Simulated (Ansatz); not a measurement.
I need a comparison of functionals at one structure of Cu₃Pt, space group Pm-3m. Use the Ansatz DFT code, driven from Python. Settings (first run): LDA, PAW, cutoff 490 eV, 7×7×7 k-points, Fermi-Dirac smearing of 0.05 eV. The script varies functional: lda, pbesol, blyp.

```
Cu Pt
1.0
     3.71000    0.00000    0.00000
     0.00000    3.71000    0.00000
     0.00000    0.00000    3.71000
Cu Pt
3 1
Direct
  0.00000 0.50000 0.50000
  0.50000 0.00000 0.50000
  0.50000 0.50000 0.00000
  0.00000 0.00000 0.00000
```

`xc_cu3pt.py`
```python
"""Functional comparison for Cu3Pt (totals differ with the potentials too)."""

import ansatz as az
from tabulate import tabulate

SETTINGS = {
    "k_density": 3.8,
    "tolerance": 1e-08,
    "filling": "fermi_dirac",
}

structure = (
    az.Lattice.of((3.71, 0.0, 0.0), (0.0, 3.71, 0.0), (0.0, 0.0, 3.71))
    .atom("Cu", (0.0, 0.5, 0.5))
    .atom("Cu", (0.5, 0.0, 0.5))
    .atom("Cu", (0.5, 0.5, 0.0))
    .atom("Pt", (0.0, 0.0, 0.0))
)

job = (
    structure.calculation()
    .kpoints(density=SETTINGS["k_density"])
    .scf(tolerance=SETTINGS["tolerance"])
    .basis(18 * az.Ha)
    .occupations(SETTINGS["filling"], width=50 * az.meV)
    .stress()
)

rows = []
for value in ["lda", "pbesol", "blyp"]:
    summary = job.functional(value).run(threads=1).report
    rows.append((value, summary["free_energy_ev"] / len(summary["lattice"]["sites"]), summary["n_iterations"], sum(summary["stress_gpa"][i][i] for i in range(3)) / 3, summary["n_kpoints"]))

print(tabulate(rows, headers=["functional", "F/atom (eV)", "iterations", "P (GPa)", "k-points"], floatfmt=".4f", tablefmt="simple"))
```

```console
$ python xc_cu3pt.py
DeckWarning: output.stress: scf.convergence.dr2_threshold = 1e-8 eV is looser than the 4e-10 eV advised for a printed stress (1e-10 eV for each atom of the cell: 4). What an SCF threshold leaves in a [...]
functional      F/atom (eV)    iterations    P (GPa)    k-points
------------  -------------  ------------  ---------  ----------
lda              -7978.1325             8   -12.0017          20
pbesol           -8037.6560             8    -6.1377          20
blyp             -8113.0177             9    12.5243          20
```
(Warnings from the package without file and line, shortened.)

From lowest to highest: LDA (-12.0 GPa), PBEsol (-6.1 GPa) and BLYP (12.5 GPa). At a fixed cell a lower pressure usually means a smaller equilibrium volume, so LDA prefers the smallest cell and BLYP the largest.

What to keep in mind:
- BLYP can be off by several per cent in the lattices of metals, and by several GPa in the pressure at a fixed cell.
- For a metal this k-point mesh is coarse: on a finer one energies can move by several to tens of meV an atom and pressures by half a GPa or more, differences at one mesh by less.
- Pressure is positive in compression.
- Spin-orbit coupling, which matters for elements this heavy, is left out.
- The structure is a deposited one; some such entries were measured under pressure or heat, so a shift against it needn't be the functional's error alone.
- Total energies of different functionals can't be compared; pressures, moments and gaps at this one structure can.
- Wall time of the script: 3.1 s on 1 thread of AMD EPYC 9R45 96-Core Processor (Zen 5), with other jobs on the host, peak memory 0.45 GiB.

(Lines on the test bed's own set-up are left out of the output.)
